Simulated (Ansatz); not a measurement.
# Cl2H2NSTa: up Jacob's ladder to CCSD(T)

An exercise on one series of results from a longer session: the logs are not shown, and one member is left open.

Computed with Ansatz 0.2.0, Gaussian basis. Level: functionals in def2-TZVPP, the program's frozen cores in correlated methods.

Levels to be run: LDA (SPW92), PBE-D4, revPBE-D4, BLYP-D4, r2SCAN-D4, B97M-V, PBE0-D4, B3LYP-D4, r2SCANh-D4, r2SCAN0-D4, HSE06-D4, BHLYP-D4, CAM-B3LYP-D4, LC-ωPBE, ωB97X-V, ωB97M-V, B2PLYP, PBE-QIDH; CCSD(T)/def2-SVP; CCSD(T)/def2-TZVPP; MP2/def2-QZVPP; extrapolation to the limit; RPA on PBE.

## The relaxed structure

The geometry comes from an earlier relaxation with PBE0-D4 in a triple-zeta def2 set; it is a stationary point, not always the lowest conformer. Ta takes the def2 core potential; no spin-orbit term is included.

SMILES `[NH2][Ta](=[S])([Cl])[Cl]`, 7 atoms, charge 0, spin multiplicity 1.

Atoms are counted from 1 here; the program's logs count them from 0.

Bond lengths: N1–Ta2 1.942 Å, N1–H6 1.009 Å, N1–H7 1.013 Å, Ta2–S3 2.146 Å, Ta2–Cl4 2.293 Å, Ta2–Cl5 2.293 Å. Angles: Ta2–N1–H6 126.4°, Ta2–N1–H7 122.6°, H6–N1–H7 111.0°, N1–Ta2–S3 104.8°, N1–Ta2–Cl4 109.5°, N1–Ta2–Cl5 109.5°, S3–Ta2–Cl4 111.1°, S3–Ta2–Cl5 111.1°, Cl4–Ta2–Cl5 110.7°.

Set-up of the first run:

in.yaml reads:

```yaml
crystal:
  periodic: [false, false, false]
  atoms:
    - {symbol: N, position_ang: [-0.513868, 0.714653, 0.857582]}
    - {symbol: Ta, position_ang: [0.306752, -0.429060, -0.480512]}
    - {symbol: S, position_ang: [1.000272, -2.141202, 0.612559]}
    - {symbol: Cl, position_ang: [-1.263093, -1.025847, -2.041439]}
    - {symbol: Cl, position_ang: [2.051726, 0.682460, -1.468784]}
    - {symbol: H, position_ang: [-0.586357, 0.523719, 1.845640]}
    - {symbol: H, position_ang: [-0.934233, 1.607179, 0.629153]}
basis:
  gaussian: {orbitals: def2-TZVPP}
hamiltonian: {xc: lda}
output: {orbitals: {seedname: orbitals}}
```

Steps of the session up to this table: LDA; PBE-D4 (GGA); revPBE-D4 (GGA); BLYP-D4 (GGA); r2SCAN-D4 (meta-GGA); B97M-V (meta-GGA); PBE0-D4 (hybrid); B3LYP-D4 (hybrid); r2SCANh-D4 (hybrid); r2SCAN0-D4 (hybrid); HSE06-D4 (hybrid); BHLYP-D4 (hybrid); CAM-B3LYP-D4 (range-separated); LC-ωPBE-D4 (range-separated; the results give it without D4); ωB97X-V (range-separated); ωB97M-V (range-separated); B2PLYP (double hybrid); PBE-QIDH (double hybrid).

One of the session's tables, all rows but one given; the rest of the session is left out.

It belongs to the step «Orbital energies across the functionals». 

| functional | HOMO (eV) | LUMO (eV) | gap (eV) |
| --- | --- | --- | --- |
| LDA (SPW92) | -6.87 | -3.29 | 3.58 |
| PBE-D4 | -6.71 | -3.08 | 3.63 |
| revPBE-D4 | -6.65 | -3.00 | 3.65 |
| BLYP-D4 | -6.51 | -2.92 | 3.59 |
| r2SCAN-D4 | -7.01 | -2.99 | 4.02 |
| B97M-V | -7.02 | -2.91 | 4.11 |
| PBE0-D4 | -7.88 | -2.33 | 5.55 |
| B3LYP-D4 | -7.61 | -2.50 | 5.11 |
| r2SCANh-D4 | -7.43 | -2.70 | 4.73 |
| r2SCAN0-D4 | -8.07 | -2.26 | 5.81 |
| HSE06-D4 | -7.48 | -2.71 | 4.78 |
| BHLYP-D4 | ? | ? | ? |
| CAM-B3LYP-D4 | -9.10 | -1.24 | 7.86 |
| LC-ωPBE | -10.45 | -0.19 | 10.26 |
| ωB97X-V | -10.10 | -0.24 | 9.87 |
| ωB97M-V | -9.94 | -0.26 | 9.68 |

Q: Estimate the row for BHLYP-D4 from the others.

Worked estimate for «HOMO (eV)». Against the share of exact exchange, BLYP-D4 (0, -6.51), B3LYP-D4 (0.2, -7.61) give a slope of -5.50 per unit share; at 0.5 the line stands at -9.26.

As computed: HOMO (eV): -8.84; LUMO (eV): -1.38; gap (eV): 7.47. In «HOMO (eV)» the line misses by -0.42.
